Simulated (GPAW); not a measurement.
TaN:

```xyz
2
Lattice="0.0000 2.1790 2.1790 2.1790 0.0000 2.1790 2.1790 2.1790 0.0000" Properties=species:S:1:pos:R:3 pbc="T T T"
Ta    2.1790    2.1790    2.1790
N     0.0000    0.0000    0.0000
```

Base run:

```yaml
Program: GPAW 26.7.0
Functional: PBE
Potentials_or_basis: GPAW PAW data sets (gpaw-data 1.2.1)
Cutoff: 600 eV
Basis: pw
k_mesh: 7 × 7 × 7
Occupations: gaussian, width 0.05 eV
Spin: collinear spin, random start
Starting_moments: "[-1.07, 0.0] μB"
Hubbard_terms: Ta d U = 2 eV
```

Its results: band gap on the k mesh none (metal or under the smearing width); pressure 13.3 GPa.

The run is repeated on the same cell with these changes: spin from collinear spin, random start to no spin polarisation; hubbard terms from Ta d U = 2 eV to Ta d U = 4 eV. What comes out?

Band gap on the k mesh none (metal or under the smearing width); pressure 19.3 GPa.

Several settings changed at once, so the effect can't be laid on one alone.

Caveats: the cutoff is short for stress and forces, so pressures can be off by a GPa or more; U without spin polarisation on a metal has little footing (some runs).
